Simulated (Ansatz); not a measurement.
# C3H5BrO2: the cost of one run

All numbers below are computed with Ansatz 0.2.0 (RKS B3LYP/def2-SVP).

## (1) The structure to begin with

Bond lengths: C1–O2 1.492 Å, O2–C3 1.360 Å, C3–C4 1.299 Å, C4–O5 1.450 Å, C4–Br6 1.839 Å, C1–H7 1.073 Å, C1–H8 1.063 Å, C1–H9 1.054 Å, C3–H10 1.128 Å, O5–H11 0.959 Å. Angles: C1–O2–C3 112.7°, O2–C1–H7 104.8°, O2–C1–H8 108.5°, O2–C1–H9 107.7°, H7–C1–H8 112.5°, H7–C1–H9 112.0°, H8–C1–H9 110.9°, O2–C3–C4 126.7°, O2–C3–H10 115.3°, C4–C3–H10 118.1°, C3–C4–O5 115.5°, C3–C4–Br6 128.0°, O5–C4–Br6 116.3°, C4–O5–H11 106.2°.

As a file:

```xyz
11

C     0.5224   -1.7977   -0.2530
O    -0.3645   -0.6022   -0.3480
C     0.1874    0.5073    0.2120
C    -0.3442    1.6911    0.2746
O    -1.6856    1.8030   -0.2642
Br    0.3527    3.2061    1.0487
H    -0.0271   -2.5857   -0.7303
H     0.7113   -1.9974    0.7735
H     1.4171   -1.5746   -0.7627
H     1.2179    0.3648    0.6480
H    -1.9220    0.9284   -0.5780
```

## (2) End point A

File input.yaml:

```yaml
crystal:
  periodic: [false, false, false]
  atoms:
    - { symbol: C, position_ang: [0.5224, -1.7977, -0.253] }
    - { symbol: O, position_ang: [-0.3645, -0.6022, -0.348] }
    - { symbol: C, position_ang: [0.1874, 0.5073, 0.212] }
    - { symbol: C, position_ang: [-0.3442, 1.6911, 0.2746] }
    - { symbol: O, position_ang: [-1.6856, 1.803, -0.2642] }
    - { symbol: Br, position_ang: [0.3527, 3.2061, 1.0487] }
    - { symbol: H, position_ang: [-0.0271, -2.5857, -0.7303] }
    - { symbol: H, position_ang: [0.7113, -1.9974, 0.7735] }
    - { symbol: H, position_ang: [1.4171, -1.5746, -0.7627] }
    - { symbol: H, position_ang: [1.2179, 0.3648, 0.648] }
    - { symbol: H, position_ang: [-1.922, 0.9284, -0.578] }
basis:
  gaussian: { orbitals: def2-SVP }
hamiltonian:
  xc: b3lyp
relax:
  f_tol: 0.02
  max_steps: 50
output:
  orbitals: {}
```

Launch:

```console
> ansatz run input.yaml --threads 2 --pin off --max-ram 3072MiB --backend cpu --events-out ev --progress --plain --runs-dir out
```

**Question.** How long does this run take on 2 threads of Intel Xeon 6975P-C (Granite Rapids), shared host, and how much memory does it need?

About 45 s, with a peak of 0.36 GiB.
